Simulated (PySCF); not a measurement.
# C6H7OP: the cost of one run

Computed with PySCF 2.14.0 and routines of our own; the level stands in each step. Atoms count from 0.

## (1) The system as given

15 atoms, charge 0, multiplicity 1; geometry from: GFN2-xTB.

## (2) Magnetic properties: GIAO wB97X-D/pcSseg-1

What the job is given:

```
{"job": {"kind": "mag", "xc": "wB97X-D", "basis": "pcSseg-1", "isotopologues": 2}, "charge": 0, "multiplicity": 1}
C     -2.611426    -0.231028     0.100000
O     -1.439936    -0.723534    -0.501049
C     -0.235081    -0.190155    -0.151625
C      0.852284    -0.769149    -0.815007
C      2.157084    -0.375757    -0.608682
C      2.529110     0.623649     0.270814
P      1.429722     1.533512     1.244768
C     -0.081391     0.827841     0.771921
H     -2.762411     0.830751    -0.120694
H     -3.426524    -0.807862    -0.333908
H     -2.601593    -0.378439     1.184974
H      0.628603    -1.557714    -1.517089
H      2.932786    -0.880745    -1.169924
H      3.579734     0.865246     0.367253
H     -0.955374     1.241371     1.256335
```

With the program's defaults for keys left out, this is: GIAO wB97X-D/pcSseg-1 magnetisability, rotational g tensor and spin-rotation constants, non-relativistic, gas phase.

Run with:

```bash
$ OMP_NUM_THREADS=1 python excited_run.py task.json out
```

The driver reads the jobs from task.json and runs them one after another.

**Question.** How long does this first job take on 1 thread of Arm Neoverse V1, shared host, and how much memory does it need?

About 37 s, with a peak of 0.84 GiB.
